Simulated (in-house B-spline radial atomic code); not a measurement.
**Tl⁺: ionisation energy by several methods**

The task here is to estimate one member of a computed series from the others.

The numbers are computed with in-house B-spline radial atomic code version 1 (Dirac-Coulomb, several functionals; spherical all-electron atom at the radial basis limit), except any that are marked as measured or tabulated.

### Starting point

```
element       : thallium (Z = 81)
charge        : +1
electrons     : 80
configuration : [Xe] 4f14 5d10 6s2
nucleus       : Fermi, rms radius 5.476 fm
```

The outer shells:

[Xe] 4f14 5d10 6s2
```
[Xe] core
4f [↑↓][↑↓][↑↓][↑↓][↑↓][↑↓][↑↓]
5d [↑↓][↑↓][↑↓][↑↓][↑↓]
6s [↑↓]
```

Set-up of the first run:

Input settings:

```ini
Z = 81
electrons = 80.0
configuration = [Xe] 4f14 5d10 6s2
hamiltonian = dirac
method = pw91,pw91
spin_polarised = False
nucleus = fermi
rms_radius = 5.4759
mass_number = 205
atomic_mass = 204.974427318
speed_of_light = 137.035999084
```

Among the steps run: PW91; exchange-only LDA; LDA (PW92); BLYP; OLYP; relativistic LDA.

One table of the session follows, with a row left open; its other results are not shown here.

| method | ΔSCF (eV) |
| --- | --- |
| exchange-only LDA | 19.921 |
| LDA (PW92) | 21.186 |
| relativistic LDA | ? |
| PW91 | 20.871 |
| BLYP | 20.806 |
| OLYP | 20.479 |

Estimate the missing values for relativistic LDA.

**Answer.** ΔSCF (eV): 21.118. In the column «ΔSCF (eV)» it lies between PW91 (20.871) and LDA (PW92) (21.186).
